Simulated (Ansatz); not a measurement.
# CH5BGeO: harmonic frequencies at the relaxed geometry

Aim: harmonic frequencies at the relaxed geometry, for CH5BGeO, run from a script. SMILES: O=C[BH][GeH3].

Program: Ansatz 0.2.0, driven from Python. Level of theory: PBE0/def2-SVP. These are calculated values, not measurements.

## (1) Starting point

Bond lengths: O1–C2 1.180 Å, C2–B3 1.535 Å, B3–Ge4 2.036 Å, C2–H5 1.098 Å, B3–H6 1.208 Å, Ge4–H7 1.528 Å, Ge4–H8 1.576 Å, Ge4–H9 1.484 Å. Angles: O1–C2–B3 117.9°, O1–C2–H5 122.9°, B3–C2–H5 119.3°, C2–B3–Ge4 122.4°, C2–B3–H6 120.0°, Ge4–B3–H6 117.5°, B3–Ge4–H7 111.2°, B3–Ge4–H8 105.6°, B3–Ge4–H9 109.2°, H7–Ge4–H8 109.0°, H7–Ge4–H9 113.0°, H8–Ge4–H9 108.6°.

No structure file is read: the coordinates are typed or built in the script.

## (2) Script

freq_ch5bgeo.py reads:

```python
# -*- coding: utf-8 -*-
import ansatz as az
import numpy as np

BASIS_SET = "def2-SVP"
FUNCTIONAL = "pbe0"

geometry_ang = [
    ("O", (-1.208, 2.3701, 0.7358)),
    ("C", (-0.94, 1.4259, 0.0812)),
    ("B", (0.0502, 0.4074, 0.6623)),
    ("Ge", (0.6871, -1.2157, -0.3897)),
    ("H", (-1.3588, 1.2564, -0.9198)),
    ("H", (0.5472, 0.5986, 1.7469)),
    ("H", (1.6554, -2.0636, 0.434)),
    ("H", (-0.6092, -2.0612, -0.6879)),
    ("H", (1.2646, -0.7642, -1.6799)),
]
ch5bgeo = az.Crystal.molecule()
for symbol, xyz in geometry_ang:
    ch5bgeo = ch5bgeo.atom(symbol, xyz)

base = ch5bgeo.calculation().basis(gaussian=BASIS_SET).functional(FUNCTIONAL)
symbols = [site.symbol for site in ch5bgeo.cartesian_sites]
start = np.array([site.position_ang for site in ch5bgeo.cartesian_sites], dtype=float)
rep = base.relax(force_tolerance=0.003, max_steps=100).run().report
end = np.array(rep["positions_ang"])

print("bond        before    after (A)")
for i, j in [(0, 1), (1, 2), (1, 4), (2, 3), (2, 5), (3, 6), (3, 7), (3, 8)]:
    d0, d1 = (np.linalg.norm(xyz[i] - xyz[j]) for xyz in (start, end))
    print(f"{symbols[i]}{i}-{symbols[j]}{j}".ljust(10), f"{d0:8.4f} {d1:8.4f}")
for i, j, k in [(0, 1, 2), (0, 1, 4), (2, 1, 4), (1, 2, 3), (1, 2, 5), (3, 2, 5), (2, 3, 6), (2, 3, 7)]:
    u, v = end[i] - end[j], end[k] - end[j]
    print(f"angle {symbols[i]}{i}-{symbols[j]}{j}-{symbols[k]}{k}: {np.degrees(np.arccos(np.clip(u @ v / np.linalg.norm(u) / np.linalg.norm(v), -1, 1))):.2f} deg")

minimum = az.Crystal.molecule()
for symbol, xyz in zip(symbols, end):
    minimum = minimum.atom(symbol, xyz.tolist())
vibrating = (
    minimum.calculation()
    .basis(gaussian=BASIS_SET)
    .functional(FUNCTIONAL)
    .phonons(temperatures=(100, 500, 100))
)
vib = vibrating.run().report["vibrations"]
sums = vib["harmonic_sums"]
modes = [m["omega_inv_cm"] for m in sums["modes_at_gamma"] if m["rigid_motion"] == "no"]
print("frequencies (1/cm):", " ".join(f"{w:.0f}" for w in modes))
print("imaginary modes:", sum(w < 0 for w in modes), " zero-point energy:", round(sums["zero_point_energy_ev"], 4), "eV")
print("T (K)   F_vib (eV)   S_vib (meV/K)   C_vib (meV/K)")
for row in zip(sums["temperatures_k"], sums["vibrational_free_energy_ev"], vib["entropy_ev_per_k"], vib["heat_capacity_ev_per_k"]):
    print(f"{row[0]:6.1f} {row[1]:11.4f} {1000 * row[2]:13.4f} {1000 * row[3]:15.4f}")
```

## (3) What the engine is handed

The package turns the script's settings into the engine's input (first run):

```yaml
crystal:
  periodic: [false, false, false]
  atoms:
    - { symbol: O, position_ang: [-1.208, 2.3701, 0.7358] }
    - { symbol: C, position_ang: [-0.94, 1.4259, 0.0812] }
    - { symbol: B, position_ang: [0.0502, 0.4074, 0.6623] }
    - { symbol: Ge, position_ang: [0.6871, -1.2157, -0.3897] }
    - { symbol: H, position_ang: [-1.3588, 1.2564, -0.9198] }
    - { symbol: H, position_ang: [0.5472, 0.5986, 1.7469] }
    - { symbol: H, position_ang: [1.6554, -2.0636, 0.434] }
    - { symbol: H, position_ang: [-0.6092, -2.0612, -0.6879] }
    - { symbol: H, position_ang: [1.2646, -0.7642, -1.6799] }
basis:
  gaussian:
    orbitals: def2-SVP
hamiltonian:
  xc: pbe0
relax:
  f_tol: 0.003
  max_steps: 100
```

## (4) Running it

Command:

```console
> python freq_ch5bgeo.py
```

The program printed:

```text
bond        before    after (A)
O0-C1        1.1798   1.2248
C1-B2        1.5348   1.5347
C1-H4        1.0982   1.1122
B2-Ge3       2.0364   2.0628
B2-H5        1.2083   1.2074
Ge3-H6       1.5281   1.5405
Ge3-H7       1.5761   1.5449
Ge3-H8       1.4839   1.5417
angle O0-C1-B2: 94.12 deg
angle O0-C1-H4: 122.65 deg
angle B2-C1-H4: 143.23 deg
angle C1-B2-Ge3: 121.43 deg
angle C1-B2-H5: 116.86 deg
angle Ge3-B2-H5: 121.35 deg
angle B2-Ge3-H6: 111.61 deg
angle B2-Ge3-H7: 108.70 deg
frequencies (1/cm): 68 93 172 216 447 485 582 722 814 860 887 899 1010 1096 1377 1743 2133 2148 2152 2639 3018
imaginary modes: 0  zero-point energy: 1.4606 eV
T (K)   F_vib (eV)   S_vib (meV/K)   C_vib (meV/K)
 100.0      1.4528        0.2040          0.2593
 200.0      1.4201        0.4433          0.4564
 300.0      1.3645        0.6675          0.6605
 400.0      1.2869        0.8824          0.8357
 500.0      1.1885        1.0847          0.9784
```

It took 3.2 min on 1 thread of Intel Xeon 6975P-C (Granite Rapids), shared host; peak memory 0.29 GiB.

## (5) What changed from run to run

The engine's inputs for the other runs:

Run 2, against run 1:

```diff
@@ -4,9 +4,9 @@
-    - { symbol: O, position_ang: [-1.208, 2.3701, 0.7358] }
-    - { symbol: C, position_ang: [-0.94, 1.4259, 0.0812] }
-    - { symbol: B, position_ang: [0.0502, 0.4074, 0.6623] }
-    - { symbol: Ge, position_ang: [0.6871, -1.2157, -0.3897] }
-    - { symbol: H, position_ang: [-1.3588, 1.2564, -0.9198] }
-    - { symbol: H, position_ang: [0.5472, 0.5986, 1.7469] }
-    - { symbol: H, position_ang: [1.6554, -2.0636, 0.434] }
-    - { symbol: H, position_ang: [-0.6092, -2.0612, -0.6879] }
-    - { symbol: H, position_ang: [1.2646, -0.7642, -1.6799] }
+    - { symbol: O, position_ang: [0.05612000431856828, 2.123060602358594, 0.20963852206795297] }
+    - { symbol: C, position_ang: [-0.9632040434652973, 1.4597577544970575, 0.06455694066448837] }
+    - { symbol: B, position_ang: [-0.3658929803583256, 0.19844505052866568, 0.7029650571620045] }
+    - { symbol: Ge, position_ang: [0.7176229190041157, -1.1598747315545281, -0.4087922612984707] }
+    - { symbol: H, position_ang: [-1.884855517075185, 1.8704541870931441, -0.4032750953873758] }
+    - { symbol: H, position_ang: [-0.44894295226904174, 0.10322678148442539, 1.9037491572135143] }
+    - { symbol: H, position_ang: [2.117072810144829, -1.3957312819817782, 0.19053738662944117] }
+    - { symbol: H, position_ang: [-0.024855149454399973, -2.514551053699622, -0.3964012690504985] }
+    - { symbol: H, position_ang: [0.8854349091547384, -0.7310873087259572, -1.880078438001056] }
@@ -18,3 +18,5 @@
-relax:
-  f_tol: 0.003
-  max_steps: 100
+phonons:
+  temperatures:
+    t_min: 100.0
+    t_max: 500.0
+    t_step: 100.0
```

Lines on the test bed's own set-up are left out of the output.

A comment line of the script is reworded here; the code is as run.

## (6) The engine's runs

From the records of these 2 runs:

```tsv
run	kind of run	energy from run 1 (eV)	SCF cycles in all	CPU time (s)
1	relaxation	0.0000	251	95
2	phonons	0.0000	316	95
```

## (7) Path of the relaxation of run 1

Step by step:

| step | E - E(step 1) (eV) | largest force component (eV/Å) |
| --- | --- | --- |
| 1 | 0.0000 | 3.0711 |
| 2 | -0.2022 | 0.7595 |
| 3 | -0.1011 | 2.0636 |
| 4 | -0.2485 | 0.3423 |
| 5 | -0.2647 | 0.1686 |
| 6 | -0.2773 | 0.9974 |
| 7 | -0.3264 | 0.5486 |
| 8 | -0.3706 | 0.9716 |
| 9 | -0.3207 | 2.4869 |
| 10 | -0.3979 | 0.7415 |
| 11 | -0.4216 | 0.4187 |
| 12 | -0.4467 | 0.5809 |
| 13 | -0.4764 | 0.3070 |
| 14 | -0.4335 | 0.8805 |
| 15 | -0.4901 | 0.1713 |
| 16 | -0.5005 | 0.3378 |
| 17 | -0.4712 | 1.3449 |
| 18 | -0.5105 | 0.2462 |
| 19 | -0.5176 | 0.2719 |
| 20 | -0.5239 | 0.1586 |
| 21 | -0.5254 | 0.1381 |
| 22 | -0.5262 | 0.4307 |
| 23 | -0.5278 | 0.2242 |
| 24 | -0.5301 | 0.1260 |
| 25 | -0.5320 | 0.0540 |
| 26 | -0.5326 | 0.0359 |
| 27 | -0.5330 | 0.0424 |
| 28 | -0.5331 | 0.0360 |
| 29 | -0.5332 | 0.0233 |
| 30 | -0.5333 | 0.0191 |
| 31 | -0.5333 | 0.0103 |
| 32 | -0.5333 | 0.0055 |
| 33 | -0.5333 | 0.0022 |

Step 1 is the start. Steps 3, 9, 14, 17 were tried and not accepted.

Before: Bond lengths: O1–C2 1.180 Å, C2–B3 1.535 Å, B3–Ge4 2.036 Å, C2–H5 1.098 Å, B3–H6 1.208 Å, Ge4–H7 1.528 Å, Ge4–H8 1.576 Å, Ge4–H9 1.484 Å. Angles: O1–C2–B3 117.9°, O1–C2–H5 122.9°, B3–C2–H5 119.3°, C2–B3–Ge4 122.4°, C2–B3–H6 120.0°, Ge4–B3–H6 117.5°, B3–Ge4–H7 111.2°, B3–Ge4–H8 105.6°, B3–Ge4–H9 109.2°, H7–Ge4–H8 109.0°, H7–Ge4–H9 113.0°, H8–Ge4–H9 108.6°.

After: Bond lengths: O1–C2 1.225 Å, C2–B3 1.535 Å, B3–Ge4 2.063 Å, C2–H5 1.112 Å, B3–H6 1.207 Å, Ge4–H7 1.541 Å, Ge4–H8 1.545 Å, Ge4–H9 1.542 Å. Angles: O1–C2–B3 94.1°, O1–C2–H5 122.7°, B3–C2–H5 143.2°, C2–B3–Ge4 121.4°, C2–B3–H6 116.9°, Ge4–B3–H6 121.3°, B3–Ge4–H7 111.6°, B3–Ge4–H8 108.7°, B3–Ge4–H9 112.9°, H7–Ge4–H8 107.4°, H7–Ge4–H9 108.4°, H8–Ge4–H9 107.7°.

## (8) Harmonic frequencies

Frequencies (cm⁻¹; negative: imaginary): 68, 93, 172, 216, 447, 485, 582, 722, 814, 860, 887, 899, 1010, 1096, 1377, 1743, 2133, 2148, 2152, 2639, 3018.

## (9) Summary of results

| quantity | value |
| --- | --- |
| runs compared | 2 |
| moves of the relaxation of run 1 | 28 |
| energy gained in run 1 | 0.533 eV |
| last largest force component of run 1 | 0.0022 eV/Å |
| highest frequency | 3018 cm⁻¹ |
| imaginary modes | 0 |
| zero-point energy | 1.461 eV |

**Reading.** Run 1: The relaxation took 28 moves; the largest shift is 1.391 Å, of atom 1 (O). So large a move can change the bonding: the results belong to the relaxed structure. All frequencies are real, so the geometry is a minimum. The values are harmonic; measured fundamentals also hold anharmonic shifts, mostly downward for stretches. The frequencies are harmonic and unscaled, in a modest basis. The result belongs to the one conformer reached from this start, and soft torsions count as harmonic oscillators.
